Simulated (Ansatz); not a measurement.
**C2H7InS: small, medium and large basis sets**

One table from this session's results is given with a row withheld; the runs are named, their logs left out.

Method: one geometry, several basis sets; program: Ansatz 0.2.0, Gaussian basis.

Plan: PBE0-D4/def2-SVP; ωB97M-V/def2-SVP; PBE0-D4/def2-QZVPP; ωB97M-V/def2-QZVPP; the functionals' def2-TZVPP values are taken from earlier runs.

## The relaxed structure

The geometry comes from an earlier relaxation with PBE0-D4 in a triple-zeta def2 set; it is a stationary point, not always the lowest conformer. In takes the def2 core potential; no spin-orbit term is included.

11 atoms, charge 0, spin multiplicity 1.

Atoms are counted from 1 here; the program's logs count them from 0.

Bond lengths: C1–C2 1.520 Å, C1–H5 1.093 Å, C1–H6 1.095 Å, C1–H7 1.093 Å, C2–In3 2.158 Å, C2–H8 1.094 Å, C2–H9 1.094 Å, In3–S4 2.401 Å, In3–H10 1.717 Å, S4–H11 1.344 Å. Angles: C2–C1–H5 111.9°, C2–C1–H6 111.5°, C2–C1–H7 111.9°, H5–C1–H6 107.1°, H5–C1–H7 107.1°, H6–C1–H7 107.1°, C1–C2–In3 114.4°, C1–C2–H8 111.2°, C1–C2–H9 111.2°, In3–C2–H8 106.8°, In3–C2–H9 106.7°, H8–C2–H9 106.0°, C2–In3–S4 115.1°, C2–In3–H10 131.7°, S4–In3–H10 113.2°, In3–S4–H11 94.2°.

Coordinates:

```xyz
11
charge 0, multiplicity 1
C    -1.1012    0.7246    0.3728
C     0.3130    0.4864    0.8779
In    1.4811   -0.8585   -0.3394
S     0.3371   -1.7530   -2.2518
H    -1.6782   -0.2026    0.3259
H    -1.6492    1.4122    1.0252
H    -1.1074    1.1592   -0.6302
H     0.8744    1.4233    0.9407
H     0.3072    0.0705    1.8898
H     3.0981   -1.4174   -0.1958
H    -0.8095   -1.1017   -1.9945
```

Set-up of the first run:

File in.yaml:

```yaml
crystal:
  periodic: [false, false, false]
  atoms:
    - {symbol: C, position_ang: [-1.101162, 0.724639, 0.372824]}
    - {symbol: C, position_ang: [0.313028, 0.486356, 0.877910]}
    - {symbol: In, position_ang: [1.481109, -0.858491, -0.339393]}
    - {symbol: S, position_ang: [0.337071, -1.753024, -2.251806]}
    - {symbol: H, position_ang: [-1.678210, -0.202643, 0.325921]}
    - {symbol: H, position_ang: [-1.649215, 1.412227, 1.025160]}
    - {symbol: H, position_ang: [-1.107358, 1.159187, -0.630240]}
    - {symbol: H, position_ang: [0.874369, 1.423269, 0.940709]}
    - {symbol: H, position_ang: [0.307167, 0.070482, 1.889830]}
    - {symbol: H, position_ang: [3.098135, -1.417363, -0.195818]}
    - {symbol: H, position_ang: [-0.809533, -1.101740, -1.994497]}
basis:
  gaussian: {orbitals: def2-SVP}
hamiltonian: {xc: pbe0, dispersion: d4}
output: {orbitals: {seedname: orbitals}}
```

Launch:

```sh
> ansatz run in.yaml --threads 4 --pin off --events-out ev --progress --plain --max-ram 10444MiB
```

Among the steps run: PBE0-D4 in def2-SVP; ωB97M-V in def2-SVP; PBE0-D4 in def2-QZVPP; ωB97M-V in def2-QZVPP.

One of the session's tables, all rows but one given; the rest of the session is left out.

It belongs to the step «Functionals by basis». 

| functional | basis | HOMO (eV) | LUMO (eV) |
| --- | --- | --- | --- |
| PBE0-D4 | def2-SVP | -7.06 | -1.20 |
| PBE0-D4 | def2-TZVPP | ? | ? |
| PBE0-D4 | def2-QZVPP | -7.20 | -1.33 |
| ωB97M-V | def2-SVP | -9.20 | 0.37 |
| ωB97M-V | def2-TZVPP | -9.37 | 0.14 |
| ωB97M-V | def2-QZVPP | -9.40 | 0.07 |

**Question.** Estimate the row for PBE0-D4, def2-TZVPP.

**Answer.** HOMO (eV): -7.18; LUMO (eV): -1.31. In the column «HOMO (eV)» it lies between PBE0-D4, def2-QZVPP (-7.20) and PBE0-D4, def2-SVP (-7.06).
